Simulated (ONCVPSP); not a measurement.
# Pseudopotential generation for tungsten: ONCV, LDA (Perdew-Wang 92)

Task: generate the file, and judge it by its errors in other configurations, its logarithmic derivatives, its ghosts and its cutoff.

The numbers are computed with ONCVPSP 4.0.1 (LDA (Perdew-Wang 92), scalar-relativistic, spin-unpolarised reference atom).

### 1 Starting point

The settings as typed:

```json
{
 "element": "tungsten (W, Z = 74)",
 "type": "optimised norm-conserving Vanderbilt (ONCV)",
 "frozen core": "[Kr] 4d10 4f14 5s2",
 "valence charge": "12",
 "reference configuration": "5p6 5d4 6s2",
 "partial waves": "6s: rc 2.60 bohr, ncon 3, nbas 6, qcut 2.4 1/bohr, 2 projectors, debl 3.4 Ha; 5p: rc 1.40 bohr, ncon 5, nbas 10, qcut 6.9 1/bohr, 1 projector; 5d: rc 2.00 bohr, ncon 4, nbas 7, qcut 5.1 1/bohr, 2 projectors, debl 0.7 Ha",
 "local potential": "polynomial inside 0.95 bohr (lpopt 5, dvloc0 0 Ha)",
 "core correction": "Teter function, fcfact 5.75, rcfact 1.25"
}
```

### 2 Generation

Input file W.dat:

```
# ATOM AND REFERENCE CONFIGURATION
# atsym  z   nc   nv     iexc    psfile
  W 74.00   11    3  -001012      upf
#
#   n    l    f
    1    0    2.00
    2    0    2.00
    2    1    6.00
    3    0    2.00
    3    1    6.00
    3    2   10.00
    4    0    2.00
    4    1    6.00
    4    2   10.00
    4    3   14.00
    5    0    2.00
    5    1    6.00
    5    2    4.00
    6    0    2.00
#
# PSEUDOPOTENTIAL AND OPTIMIZATION
# lmax
    2
#
#   l,   rc,      ep,       ncon, nbas, qcut
    0    2.60    0.00    3    6    2.40
    1    1.40    0.00    5   10    6.90
    2    2.00    0.00    4    7    5.10
#
# LOCAL POTENTIAL
# lloc, lpopt,  rc(5),   dvloc0
    4    5    0.95    0.00
#
# VANDERBILT-KLEINMAN-BYLANDER PROJECTORs
# l, nproj, debl
    0    2    3.40
    1    1    2.60
    2    2    0.70
#
# MODEL CORE CHARGE
# icmod, fcfact, rcfact
    3    5.75    1.25
#
# LOG DERIVATIVE ANALYSIS
# epsh1, epsh2, depsh
   -3.00    5.00    0.02
#
# OUTPUT GRID
# rlmax, drl
    6.00    0.01
#
# TEST CONFIGURATIONS
# ncnf
    4
# nvcnf
#   n    l    f
    3
    5    1    6.00
    5    2    4.00
    6    0    1.00
#
    3
    5    1    6.00
    5    2    4.00
    6    0    0.00
#
    3
    5    1    6.00
    5    2    3.00
    6    0    0.00
#
    4
    5    1    6.00
    5    2    3.00
    6    0    2.00
    6    1    1.00
#
```

Launch:

```
$ oncvpsp.x < W.dat > W.out
```

Before running it: what results should come out? Wanted: cutoffs for 1 and 0.1 mHa per electron, occupied waves; bound ghosts; GHOST(+) flags; largest test error; largest phase difference near zero energy, channels read; rms error of d²Exc/dn², without and with the model core.

**Answer**, as computed:

| quantity | value |
| --- | --- |
| cutoffs for 1 and 0.1 mHa per electron, occupied waves | 39 Ha and 156 Ha |
| bound ghosts | s at -242.96 eV |
| GHOST(+) flags | s at 57 eV, p at 36 eV |
| largest test error (AE − PS) | +162 meV, for 5p6 5d3 6s2 6p1 |
| largest phase difference near zero energy, channels read | 0.034 rad |
| rms error of d²Exc/dn², without and with the model core | 5.85 and 1.74 mHa |

It has a bound ghost (s), a state that the atom doesn't have, and that rules the file out. The worst unpolarised test, 5p6 5d3 6s2 6p1, is off by 162 meV on 4.1 eV; by total energies transferability rates as poor. The potential is hard: the looser tolerance needs 39 Ha. The tighter tolerance needs 156 Ha, and converged work needs a cutoff nearer that. At the looser tolerance the 5p wave is the slowest; 5d needs 13 Ha. Of the channels read, p scatters worst near zero energy, by up to 0.03 rad. The program also flags highly localised states, GHOST(+) (s, p). Note that the frozen 4f shell (-33 eV) lies higher than the valence 5p shell (-43 eV).
